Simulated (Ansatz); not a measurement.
Relaxation of a periodic cell of 17 atoms, Si (host Si, host structure diamond, interstitial Si), to a largest force component of 0.03 eV/Å in at most 60 steps.

Method: DFT PBE, scalar-relativistic, plane waves, PAW (Ansatz 0.2.0). Settings: PAW set soft_1, cutoff 420 eV, k mesh 2x2x2, gaussian smearing 0.05 eV, no spin polarisation.

```xyz
17
Lattice="0.0000 5.4300 5.4300 5.4300 0.0000 5.4300 5.4300 5.4300 0.0000" Properties=species:S:1:pos:R:3
Si 0.000 0.000 0.000
Si 1.357 1.357 1.357
Si 2.715 2.715 0.000
Si 4.072 4.072 1.357
Si 2.715 0.000 2.715
Si 4.072 1.357 4.072
Si 5.430 2.715 2.715
Si 6.787 4.072 4.072
Si 0.000 2.715 2.715
Si 1.357 4.072 4.072
Si 2.715 5.430 2.715
Si 4.072 6.787 4.072
Si 2.715 2.715 5.430
Si 4.072 4.072 6.787
Si 5.430 5.430 5.430
Si 6.787 6.787 6.787
Si 4.073 6.817 6.808
```

Problem. Where does it end, and by what steps?

Solution. It converged. The force dipped under the threshold on the way, but the program's further checks kept it going. Limits of this set-up: a small cell, in which the defect meets its images, a typed lattice constant that wasn't relaxed here. After 3 steps the energy has fallen by 0.127 eV; Si7 moved furthest, 0.05 Å.

```json
{"step": "0", "energy less start (eV)": "0.0000", "largest force component (eV/Å)": "0.637", "accepted": "yes"}
{"step": "1", "energy less start (eV)": "-0.1136", "largest force component (eV/Å)": "0.213", "accepted": "yes"}
{"step": "2", "energy less start (eV)": "-0.1268", "largest force component (eV/Å)": "0.017", "accepted": "yes"}
{"step": "3", "energy less start (eV)": "-0.1268", "largest force component (eV/Å)": "0.017", "accepted": "yes"}
```

```xyz
17
Lattice="0.0000 5.4300 5.4300 5.4300 0.0000 5.4300 5.4300 5.4300 0.0000" Properties=species:S:1:pos:R:3
Si 0.006 -0.004 -0.005
Si 1.325 1.358 1.357
Si 2.691 2.740 -0.023
Si 4.074 4.107 1.358
Si 2.692 -0.022 2.739
Si 4.074 1.359 4.106
Si 5.456 2.742 2.742
Si 6.787 4.078 4.077
Si 0.003 2.719 2.719
Si 1.358 4.072 4.072
Si 2.710 5.426 2.720
Si 4.071 6.789 4.040
Si 2.711 2.720 5.426
Si 4.072 4.040 6.788
Si 5.450 5.410 5.410
Si 6.821 6.790 6.790
Si 4.073 6.793 6.791
```

Whether the end is a true minimum wasn't checked by a vibrational analysis.

Time of the run: 19 s on 1 thread of AMD EPYC 7R43 64-Core Processor (Zen 3) (shared host), peak memory 0.56 GiB.
